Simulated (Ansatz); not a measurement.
# Au: the cost of one run

Program: Ansatz 0.2.0. Level of theory: DFT r2SCAN, scalar-relativistic, plane waves, PAW. These are calculated values, not measurements.

2 further runs of the same task are left out: 2 set aside as unsound or not needed.

## (1) The starting structure

It takes space group Im-3m (No. 229, cubic). Conventional cell: a = 3.275 Å, b = 3.275 Å, c = 3.275 Å, α = 90.00°, β = 90.00°, γ = 90.00°. Au (site symmetry m-3m) has 8 Au at 2.84 Å as nearest neighbours.

As a file:

```cif
data_structure
_symmetry_space_group_name_H-M 'P 1'
_symmetry_Int_Tables_number 1
_cell_length_a 3.2754
_cell_length_b 3.2754
_cell_length_c 3.2754
_cell_angle_alpha 90.000
_cell_angle_beta 90.000
_cell_angle_gamma 90.000
_cell_volume 35.14
loop_
_atom_site_label
_atom_site_type_symbol
_atom_site_fract_x
_atom_site_fract_y
_atom_site_fract_z
_atom_site_occupancy
Au1 Au 0.00000 0.00000 0.00000 1
Au2 Au 0.50000 0.50000 0.50000 1
```

It goes back to an entry of the Materials Project, which need not be the stable form.

## (2) Zero strain

File input.yaml:

```yaml
crystal:
  lattice:
    - [3.2753759639, 0.0, 0.0]
    - [0.0, 3.2753759639, 0.0]
    - [0.0, 0.0, 3.2753759639]
  atoms:
    - { symbol: Au, position: [0.0, 0.0, 0.0] }
    - { symbol: Au, position: [0.5, 0.5, 0.5] }
basis:
  ecutwfc: 500
kpoints:
  mp_grid: { grid: [16, 16, 16] }
hamiltonian:
  xc: r2scan
scf:
  occupations: { method: gaussian, width: 0.1 }
output:
  forces: true
  stress: true
  eigenvalues: true
```

Run with:

```bash
> ansatz run input.yaml --threads 1 --pin off --max-ram 2560MiB --backend cpu --events-out ev --progress --plain --runs-dir out
```

What time and memory should one allow on 1 thread of Arm Neoverse V1, shared host?

About 14 s, with a peak of 0.44 GiB.
